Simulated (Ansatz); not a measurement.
**H₈N₂O₃Si₂: up Jacob's ladder to CCSD(T)**

How much do the methods differ for H₈N₂O₃Si₂? The plan is to run it at one geometry with functionals of several rungs and with coupled cluster, and see how far each lands from CCSD(T) at the basis-set limit for the atomisation energy.

The runs use Ansatz 0.2.0, Gaussian basis; functionals in def2-TZVPP, the program's frozen cores in correlated methods.

The runs, in order: PBE-D4, r2SCAN-D4, PBE0-D4, B3LYP-D4, ωB97X-V, ωB97M-V, B2PLYP; CCSD(T)/def2-TZVPP; MP2/def2-QZVPP; extrapolation to the limit.

**1. Structure used throughout**

The geometry comes from an earlier relaxation with PBE0-D4 in a triple-zeta def2 set; it is a stationary point, not always the lowest conformer.

SMILES `N[Si@H](O)O[Si@@H](N)O`, 15 atoms, charge 0, spin multiplicity 1.

Atoms are counted from 1 here; the program's logs count them from 0.

Bond lengths: N1–Si2 1.715 Å, N1–H8 1.008 Å, N1–H9 1.008 Å, Si2–O3 1.633 Å, Si2–O4 1.645 Å, Si2–H10 1.477 Å, O3–H11 0.968 Å, O4–Si5 1.634 Å, Si5–N6 1.722 Å, Si5–O7 1.636 Å, Si5–H12 1.480 Å, N6–H13 1.009 Å, N6–H14 1.009 Å, O7–H15 0.958 Å. Angles: Si2–N1–H8 119.5°, Si2–N1–H9 118.7°, H8–N1–H9 110.7°, N1–Si2–O3 108.9°, N1–Si2–O4 105.7°, N1–Si2–H10 116.1°, O3–Si2–O4 112.3°, O3–Si2–H10 106.7°, O4–Si2–H10 107.3°, Si2–O3–H11 111.1°, Si2–O4–Si5 129.4°, O4–Si5–N6 110.3°, O4–Si5–O7 110.8°, O4–Si5–H12 106.9°, N6–Si5–O7 104.6°, N6–Si5–H12 113.3°, O7–Si5–H12 111.1°, Si5–N6–H13 118.4° and more.

**2. PBE-D4 (GGA)**

in.yaml reads:

```yaml
crystal:
  periodic: [false, false, false]
  atoms:
    - {symbol: N, position_ang: [-1.711693, 1.539348, 0.236014]}
    - {symbol: Si, position_ang: [-0.143669, 1.308533, 0.890131]}
    - {symbol: O, position_ang: [-0.228950, 0.202360, 2.088096]}
    - {symbol: O, position_ang: [0.790368, 0.798286, -0.363712]}
    - {symbol: Si, position_ang: [0.841240, -0.664051, -1.090200]}
    - {symbol: N, position_ang: [-0.210044, -1.766881, -0.286963]}
    - {symbol: O, position_ang: [2.327622, -1.331788, -0.946287]}
    - {symbol: H, position_ang: [-1.827850, 2.109247, -0.587639]}
    - {symbol: H, position_ang: [-2.485764, 1.666569, 0.869325]}
    - {symbol: H, position_ang: [0.505919, 2.505842, 1.462008]}
    - {symbol: H, position_ang: [-0.367660, -0.686789, 1.732289]}
    - {symbol: H, position_ang: [0.488815, -0.450570, -2.512156]}
    - {symbol: H, position_ang: [-1.181383, -1.790971, -0.560515]}
    - {symbol: H, position_ang: [0.142136, -2.702035, -0.143939]}
    - {symbol: H, position_ang: [3.060902, -0.737109, -0.786444]}
basis:
  gaussian: {orbitals: def2-TZVPP}
hamiltonian: {xc: pbe, dispersion: d4}
output: {forces: true, orbitals: {seedname: orbitals}}
```

On the command line:

```console
> ansatz run in.yaml --threads 2 --pin off --events-out ev --progress --plain --max-ram 31744MiB --backend cuda --devices 0, --max-vram 18GiB
```

Further steps of the session: r2SCAN-D4 (meta-GGA); PBE0-D4 (hybrid); B3LYP-D4 (hybrid); ωB97X-V (range-separated); ωB97M-V (range-separated); B2PLYP (double hybrid); CCSD(T) in def2-TZVPP; MP2 in def2-QZVPP.

**Question.** What will the summary of the whole plan be? Wanted: atomisation energy, CCSD(T)/CBS; farthest; mean size of error, hybrid; mean size of error, range-separated; gap, smallest and largest; T1 diagnostic; triples share of the correlation energy.

**Answer**, as computed:

| quantity | value |
| --- | --- |
| atomisation energy, CCSD(T)/CBS | 60.526 eV |
| functionals within 0.303 eV (0.5 %) | PBE-D4, ωB97X-V, ωB97M-V |
| farthest | PBE0-D4 (-1.065 eV) |
| mean size of error, hybrid | 0.742 eV |
| mean size of error, range-separated | 0.048 eV |
| gap, smallest and largest | 6.06 eV (PBE-D4), 12.71 eV (ωB97X-V) |
| T1 diagnostic | 0.0113 |
| triples share of the correlation energy | 3.5 % |

PBE-D4 is off by +0.225 eV. Double hybrids carry the basis error of their MP2 part in triple zeta, and no dispersion term here, so their miss is partly the set-up's. The reference freezes the cores and leaves out relativity and excitations past (T), so misses under about 0.303 eV can't be ranked. Hartree-Fock recovers 69 % of the binding; the rest is correlation. Orbital gaps span 6.1 to 12.7 eV; exact exchange widens them.
